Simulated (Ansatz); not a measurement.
**C2H7AlSe: basis-set convergence**

One table from this session's results is given with a row withheld; the runs are named, their logs left out.

The runs use Ansatz 0.2.0, Gaussian basis; one geometry, several basis sets.

Levels to be run: PBE0-D4/def2-SVP; ωB97M-V/def2-SVP; PBE0-D4/def2-QZVPP; ωB97M-V/def2-QZVPP; the functionals' def2-TZVPP values are taken from earlier runs.

## Structure used throughout

The geometry comes from an earlier relaxation with PBE0-D4 in a triple-zeta def2 set; it is a stationary point, not always the lowest conformer.

SMILES `[CH3][AlH][Se]C`, 11 atoms, charge 0, spin multiplicity 1.

Atoms are counted from 1 here; the program's logs count them from 0.

Bond lengths: C1–Al2 1.950 Å, C1–H5 1.096 Å, C1–H6 1.093 Å, C1–H7 1.093 Å, Al2–Se3 2.311 Å, Al2–H8 1.585 Å, Se3–C4 1.964 Å, C4–H9 1.087 Å, C4–H10 1.088 Å, C4–H11 1.087 Å. Angles: Al2–C1–H5 110.2°, Al2–C1–H6 112.7°, Al2–C1–H7 111.2°, H5–C1–H6 107.2°, H5–C1–H7 107.0°, H6–C1–H7 108.3°, C1–Al2–Se3 120.9°, C1–Al2–H8 124.2°, Se3–Al2–H8 115.0°, Al2–Se3–C4 100.3°, Se3–C4–H9 110.7°, Se3–C4–H10 106.6°, Se3–C4–H11 110.1°, H9–C4–H10 109.4°, H9–C4–H11 110.4°, H10–C4–H11 109.5°.

The first run:

Input file in.yaml:

```yaml
crystal:
  periodic: [false, false, false]
  atoms:
    - {symbol: C, position_ang: [-1.556025, 0.644428, 0.433020]}
    - {symbol: Al, position_ang: [-0.210183, -0.268833, 1.509112]}
    - {symbol: Se, position_ang: [1.776346, -0.982312, 0.567226]}
    - {symbol: C, position_ang: [1.498372, -0.428355, -1.296747]}
    - {symbol: H, position_ang: [-1.382348, 1.726159, 0.447866]}
    - {symbol: H, position_ang: [-1.544738, 0.329527, -0.613198]}
    - {symbol: H, position_ang: [-2.560747, 0.476779, 0.830629]}
    - {symbol: H, position_ang: [-0.356150, -0.555193, 3.060900]}
    - {symbol: H, position_ang: [1.167772, 0.606136, -1.345579]}
    - {symbol: H, position_ang: [2.460533, -0.524801, -1.795946]}
    - {symbol: H, position_ang: [0.772670, -1.080634, -1.776783]}
basis:
  gaussian: {orbitals: def2-SVP}
hamiltonian: {xc: pbe0, dispersion: d4}
output: {orbitals: {seedname: orbitals}}
```

Steps of the session up to this table: PBE0-D4 in def2-SVP; ωB97M-V in def2-SVP; PBE0-D4 in def2-QZVPP; ωB97M-V in def2-QZVPP.

One table of the session follows, with a row left open; its other results are not shown here.

It belongs to the step «Functionals by basis». 

```
functional       basis  HOMO (eV)
   PBE0-D4    def2-SVP      -6.65
   PBE0-D4  def2-TZVPP      -6.73
   PBE0-D4  def2-QZVPP      -6.74
   ωB97M-V    def2-SVP      -8.74
   ωB97M-V  def2-TZVPP      -8.85
   ωB97M-V  def2-QZVPP          ?
```

**Question.** Estimate the row for ωB97M-V, def2-QZVPP.

The run gave: HOMO (eV): -8.86. In the column «HOMO (eV)» it is the lowest.
